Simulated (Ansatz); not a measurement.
# PtSe2: the cost of one run

Computed with Ansatz 0.2.0 (DFT PBE+D3(BJ), scalar-relativistic, plane waves, PAW, unless a step's input says otherwise).

The COD entry's cell or inner coordinates are ideal or old and differ from later refinements, so a difference from it is no clean test against experiment.

## 1. The structure to begin with

It takes space group P-3m1 (No. 164, trigonal). The conventional cell has a = 3.724 Å, b = 3.724 Å, c = 5.062 Å, α = 90.00°, β = 90.00°, γ = 120.00°. Pt (site symmetry -3m) has 6 Se at 2.49 Å as nearest neighbours. Se (site symmetry 3m) is surrounded by 3 Pt at 2.49 Å.

Structure file:

```xyz
3
Lattice="3.7240 0.0000 0.0000 -1.8620 3.2251 0.0000 0.0000 0.0000 5.0620" Properties=species:S:1:pos:R:3 pbc="T T T"
Pt    0.0000    0.0000    0.0000
Se    0.0000    2.1501    1.2655
Se    1.8620    1.0750    3.7965
```

Source of the structure: the Crystallography Open Database.

## 2. Probe: one point at the start

input.yaml

```yaml
crystal:
  lattice:
    - [3.7240006046, 0.0, 0.0]
    - [-1.8620003023, 3.2250791273, 0.0]
    - [0.0, 0.0, 5.062]
  atoms:
    - { symbol: Pt, position: [0.0, 0.0, 0.0] }
    - { symbol: Se, position: [0.3333333333, 0.6666666667, 0.25] }
    - { symbol: Se, position: [0.6666666667, 0.3333333333, 0.75] }
basis:
  ecutwfc: 420
kpoints:
  mp_grid: { grid: [6, 6, 4] }
hamiltonian:
  xc: pbe
  dispersion: d3bj
scf:
  occupations: { method: gaussian, width: 0.1 }
output:
  forces: true
  stress: true
  eigenvalues: true
```

On the command line:

```
$ ansatz run input.yaml --threads 4 --pin off --max-ram 5120MiB --backend cpu --events-out ev --progress --plain --runs-dir out
```

**Question.** How long does this run take on 4 threads of Intel Xeon Platinum 8488C (Sapphire Rapids), shared host, and how much memory does it need?

About 1.9 s, with a peak of 0.41 GiB.
